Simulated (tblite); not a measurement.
# C5H12O2Si2: the cost of one run

The runs use tblite 0.8.0 and PySCF 2.14.0, with density-fitted response routines of our own; the level of theory stands in each step. All values are computed, except where a source is named. Atoms are numbered from 0 throughout.

### 1 Starting geometry

21 atoms, charge 0, multiplicity 1; geometry from: force field or distance geometry start.

Bonds of the start (Å): O0–C1 1.21, C1–C2 1.52, C2–O3 1.41, O3–C4 1.44, C4–C5 1.54, C5–C6 1.55, C6–Si7 1.88, C5–Si8 1.93, Si8–C1 1.89, C2–H9 1.10, C2–H10 1.10, C4–H11 1.10, C4–H12 1.10, C5–H13 1.10, C6–H14 1.09, C6–H15 1.11, Si7–H16 1.48, Si7–H17 1.48, Si7–H18 1.48, Si8–H19 1.49, Si8–H20 1.50.

### 2 Relaxing the molecule with GFN2-xTB

Job settings and geometry (Å):

```
{"job": {"kind": "relax", "xc": "GFN2-xTB", "basis": "xTB"}, "charge": 0, "multiplicity": 1}
O     -2.812000     1.971300    -1.491400
C     -2.210000     1.085000    -0.933700
C     -2.805700    -0.199600    -0.374400
O     -1.960400    -1.321900    -0.332000
C     -0.869900    -1.193000     0.596100
C      0.281200    -0.418300    -0.079500
C      1.529200    -0.407000     0.840600
Si     3.185400     0.058400     0.072300
Si    -0.368100     1.329800    -0.580200
H     -3.651800    -0.464200    -1.032900
H     -3.234600     0.003000     0.614400
H     -0.537000    -2.210400     0.827800
H     -1.208900    -0.732500     1.538800
H      0.525700    -0.916200    -1.030000
H      1.665500    -1.411600     1.251700
H      1.352400     0.246500     1.719200
H      3.130900     1.463600    -0.396200
H      4.258600    -0.095300     1.074300
H      3.450500    -0.835400    -1.079600
H      0.423000     1.820100    -1.739300
H     -0.152900     2.244600     0.585200
```

Started as:

```console
$ OMP_NUM_THREADS=1 python probes_run.py task.json out
```

This one command runs all jobs of the session in turn.

Q: Estimate the wall time and peak memory of this first job on 1 thread of Arm Neoverse N1, shared host.

About 1.2 s, with a peak of 0.18 GiB.
